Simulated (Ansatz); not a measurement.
# Mg6NO6: the cost of one run

Computed with Ansatz 0.2.0 (DFT PBE+D3(BJ), scalar-relativistic, plane waves, PAW, unless a step's input says otherwise).

The COD cell was measured well above room temperature, so it is larger than a cold one.

3 further runs of the same task are left out: 1 that didn't finish, 2 set aside as unsound or not needed.

**1. Starting point**

The structure is cubic, space group Fm-3m (No. 225). The conventional cell has a = 4.270 Å, b = 4.270 Å, c = 4.270 Å, α = 90.00°, β = 90.00°, γ = 90.00°. Mg (site symmetry m-3m) has 6 O at 2.14 Å as nearest neighbours. O (site symmetry m-3m) has 6 Mg at 2.14 Å as nearest neighbours.

Structure file:

```
Mg O
1.0
     0.00000    2.13515    2.13515
     2.13515    0.00000    2.13515
     2.13515    2.13515    0.00000
Mg O
1 1
Direct
  0.00000 0.00000 0.00000
  0.50000 0.50000 0.50000
```

The structure comes from the Crystallography Open Database.

**6. Setting up the map**

Atoms count from 1 in the order of the input.

N2 is moved over the surface cell at a fixed height above a rigid substrate; the origin of the map has the adsorbate above Mg21; the height is held at 2.90 Å.

The axes are (1) position of N25 along the first surface vector, from above Mg21: 6 values from 0.000 to 0.833, periodic; (2) position of N25 along the second surface vector, from above Mg21: 6 values from 0.000 to 0.833, periodic.

Nothing else is relaxed. Points are written as (first, second).

The two vectors of the plane (Å): (2.976, 0.000, 0.000); (-1.488, 2.577, 0.000).

(The set-up runs are not shown.)

**7. Point (0/6, 0/6) of the map's two axes**

File input.yaml:

```yaml
crystal:
  lattice:
    - [5.9515779654, 0.0, 0.0]
    - [-2.9757889827, 5.1542177107, 0.0]
    - [0.0, 0.0, 24.5450895495]
  atoms:
    - { symbol: O, position: [0.1666666667, 0.3333333333, 0.1629653863] }
    - { symbol: O, position: [0.1666666667, 0.8333333333, 0.1629653863] }
    - { symbol: O, position: [0.6666666667, 0.3333333333, 0.1629653863] }
    - { symbol: O, position: [0.6666666667, 0.8333333333, 0.1629653863] }
    - { symbol: Mg, position: [0.3333333333, 0.1666666667, 0.2124604498] }
    - { symbol: Mg, position: [0.3333333333, 0.6666666667, 0.2124604498] }
    - { symbol: Mg, position: [0.8333333333, 0.1666666667, 0.2124604498] }
    - { symbol: Mg, position: [0.8333333333, 0.6666666667, 0.2124604498] }
    - { symbol: O, position: [0.0, 0.0, 0.2619555132] }
    - { symbol: O, position: [0.0, 0.5, 0.2619555132] }
    - { symbol: O, position: [0.5, 0.0, 0.2619555132] }
    - { symbol: O, position: [0.5, 0.5, 0.2619555132] }
    - { symbol: Mg, position: [0.1666666667, 0.3333333333, 0.3075949074] }
    - { symbol: Mg, position: [0.1666666667, 0.8333333333, 0.3075949074] }
    - { symbol: Mg, position: [0.6666666667, 0.3333333333, 0.3075949074] }
    - { symbol: Mg, position: [0.6666666667, 0.8333333333, 0.3075949074] }
    - { symbol: O, position: [0.3333333333, 0.1666666667, 0.3629884506] }
    - { symbol: O, position: [0.3333333333, 0.6666666667, 0.3629884506] }
    - { symbol: O, position: [0.8333333333, 0.1666666667, 0.3629884506] }
    - { symbol: O, position: [0.8333333333, 0.6666666667, 0.3629884506] }
    - { symbol: Mg, position: [0.0, 0.0, 0.4092504747] }
    - { symbol: Mg, position: [0.0, 0.5, 0.4092504747] }
    - { symbol: Mg, position: [0.5, 0.0, 0.4092504747] }
    - { symbol: Mg, position: [0.5, 0.5, 0.4092504747] }
    - { symbol: "N", position: [0.0, 0.0, 0.5274003798] }
    - { symbol: "N", position: [0.0, 0.0, 0.572215861] }
basis:
  ecutwfc: 420
kpoints:
  mp_grid: { grid: [6, 6, 1] }
hamiltonian:
  xc: pbe
  pseudopotentials: { kind: paw, azcp: { folder: soft_1 } }
  dispersion: d3bj
scf:
  occupations: { method: gaussian, width: 0.05 }
output:
  forces: true
  eigenvalues: true
efield:
  axis: 3
  dipole_correction: true
  ramp_width: 0.04
```

The run is started by

```sh
$ ansatz run input.yaml --threads 2 --pin off --max-ram 6144MiB --backend cpu --events-out ev --progress --plain --runs-dir out
```

What time and memory should one allow on 2 threads of Arm Neoverse N1, shared host?

About 3.4 min, with a peak of 1.4 GiB.
